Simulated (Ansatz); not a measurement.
# BF2HO: one structure at several levels

One table from this session's results is given with a row withheld; the runs are named, their logs left out.

Program: Ansatz 0.2.0, Gaussian basis. Level of theory: single points in def2-TZVPP. These are calculated values, not measurements.

Correlated methods freeze the cores.

**Starting geometry**

SMILES `OB(F)F`, 5 atoms, charge 0, spin multiplicity 1.

Atoms are counted from 1 here; the program's logs count them from 0.

Bond lengths: O1–B2 1.325 Å, O1–H5 1.033 Å, B2–F3 1.339 Å, B2–F4 1.513 Å. Angles: B2–O1–H5 119.6°, O1–B2–F3 125.7°, O1–B2–F4 119.6°, F3–B2–F4 113.9°.

Coordinates:

```xyz
5
BF2HO
O    -0.0264    0.9881    0.1097
B     0.2180   -0.3138    0.1131
F     0.8164   -0.9942    1.0991
F    -0.4051   -1.1943   -0.9481
H    -0.5160    1.4137   -0.6948
```

Set-up of the first run:

run/in.yaml

```yaml
crystal:
  periodic: [false, false, false]
  atoms:
    - {symbol: O, position_ang: [-0.026400, 0.988100, 0.109700]}
    - {symbol: B, position_ang: [0.218000, -0.313800, 0.113100]}
    - {symbol: F, position_ang: [0.816400, -0.994200, 1.099100]}
    - {symbol: F, position_ang: [-0.405100, -1.194300, -0.948100]}
    - {symbol: H, position_ang: [-0.516000, 1.413700, -0.694800]}
basis:
  gaussian: {orbitals: def2-TZVPP}
correlation: {method: ccsd_t}
output: {forces: true}
```

No record of the launch command was kept for these runs.

Steps of the session up to this table: CCSD(T)/def2-TZVPP; PBE0-D4/def2-TZVPP; wB97M-V/def2-TZVPP; r2SCAN-D4/def2-TZVPP; PBE-D4/def2-TZVPP; CAM-B3LYP-D4/def2-TZVPP; BLYP-D4/def2-TZVPP.

One table of the session follows, with a row left open; its other results are not shown here.

| method | RMS force component (eV/Å) | angle to CCSD(T) forces (°) | dipole (D) |
| --- | --- | --- | --- |
| CCSD(T) | 2.098 | reference | 2.45 |
| PBE0-D4 | 2.038 | 3.8 | 2.48 |
| wB97M-V | 2.003 | 2.3 | 2.46 |
| r2SCAN-D4 | 1.983 | 1.9 | 2.44 |
| PBE-D4 | 1.842 | 4.5 | 2.40 |
| CAM-B3LYP-D4 | ? | ? | ? |
| BLYP-D4 | 1.788 | 6.0 | 2.40 |

Estimate the missing values for CAM-B3LYP-D4.

As computed: RMS force component (eV/Å): 2.004; angle to CCSD(T) forces (°): 5.1; dipole (D): 2.50. In the column «RMS force component (eV/Å)» it lies between wB97M-V (2.003) and PBE0-D4 (2.038).
